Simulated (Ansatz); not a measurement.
# LaAgSb2: properties at the relaxed cell

An exercise on one series of results from a longer session: the logs are not shown, and one member is left open.

Computed with Ansatz 0.2.0 (DFT r2SCAN, scalar-relativistic, plane waves, PAW, unless a step's input says otherwise).

**The structure to begin with**

The structure is tetragonal, space group P4/nmm (No. 129). The conventional cell has a = 4.403 Å, b = 4.403 Å, c = 11.098 Å, α = 90.00°, β = 90.00°, γ = 90.00°. Around La (site symmetry 4mm) lie 8 Sb at 3.29 to 3.44 Å and 4 Ag at 3.64 Å. Ag (site symmetry -4m2) has 4 Sb at 2.88 Å and 4 Ag at 3.11 Å as nearest neighbours. Around Sb (site symmetry 4mm) lie 4 Ag at 2.88 Å and 4 La at 3.29 Å. Sb (site symmetry -4m2) has 4 Sb at 3.11 Å and 4 La at 3.44 Å as nearest neighbours.

Coordinates:

```
La Ag Sb
1.0
     4.40289    0.00000    0.00000
     0.00000    4.40289    0.00000
     0.00000    0.00000   11.09816
La Ag Sb
2 2 4
Direct
  0.00000 0.50000 0.26173
  0.50000 0.00000 0.73827
  0.00000 0.00000 0.00000
  0.50000 0.50000 0.00000
  0.00000 0.50000 0.83273
  0.50000 0.00000 0.16727
  0.00000 0.00000 0.50000
  0.50000 0.50000 0.50000
```

It goes back to an entry of the Materials Project.

This cell was relaxed beforehand with the same method: volume 26.89 Å³/atom, gap on the mesh none (metal).

Set-up of the first run:

input.yaml

```yaml
crystal:
  lattice:
    - [4.3584102829, 0.0, 0.0]
    - [0.0, 4.3584102829, 0.0]
    - [0.0, 0.0, 10.9860510052]
  atoms:
    - { symbol: La, position: [0.0, 0.5, 0.2617325233] }
    - { symbol: La, position: [0.5, 0.0, 0.7382674767] }
    - { symbol: Ag, position: [0.0, 0.0, 0.0] }
    - { symbol: Ag, position: [0.5, 0.5, 0.0] }
    - { symbol: Sb, position: [0.0, 0.5, 0.8327298473] }
    - { symbol: Sb, position: [0.5, 0.0, 0.1672701527] }
    - { symbol: Sb, position: [0.0, 0.0, 0.5] }
    - { symbol: Sb, position: [0.5, 0.5, 0.5] }
basis:
  ecutwfc: 500
kpoints:
  mp_grid: { grid: [8, 8, 4] }
hamiltonian:
  xc: r2scan
scf:
  occupations: { method: gaussian, width: 0.1 }
output:
  forces: true
  stress: true
  eigenvalues: true
relax:
  adjacent_minimum: "off"
  f_tol: 0.01
  max_steps: 30
  cell: { stress_tol: 0.1, fix: [volume] }
```

Started as:

```console
$ ansatz run input.yaml --threads 4 --pin off --max-ram 10240MiB --backend cpu --events-out ev --progress --plain --runs-dir out
```

Steps of the session up to this table: Point at V/V0 = 0.97; Point at V/V0 = 1.03; Point at V/V0 = 0.94; Point at V/V0 = 1.06; Volume × 0.91; Volume × 1.10; Volume × 0.88.

One of the session's tables, all rows but one given; the rest of the session is left out.

It belongs to the step «Fit of the equation of state». 

```
volume (Å³/atom)  energy above the lowest point (meV/atom)  pressure (GPa)
          23.666                                      97.6           10.84
          24.472                                      51.7            7.48
          25.279                                      21.7            4.55
          26.086                                       5.1            2.10
          26.893                                       0.0            0.01
          27.700                                       4.6           -1.78
          28.506                                         ?               ?
          29.582                                      45.3           -4.97
```

Estimate the missing values for volume (Å³/atom) = 28.506.

Worked estimate for «energy above the lowest point (meV/atom)». A straight line through the neighbours (27.700, 4.6) and (29.582, 45.3) gives 4.6 + (45.3 − 4.6) × (28.506 − 27.700) / (29.582 − 27.700) = 22.0; a parabola fitted to 3 rows on both sides gives 16.9.

The run gave: energy above the lowest point (meV/atom): 17.4; pressure (GPa): -3.29. In «energy above the lowest point (meV/atom)» the line misses by +4.6 and the parabola by -0.5.
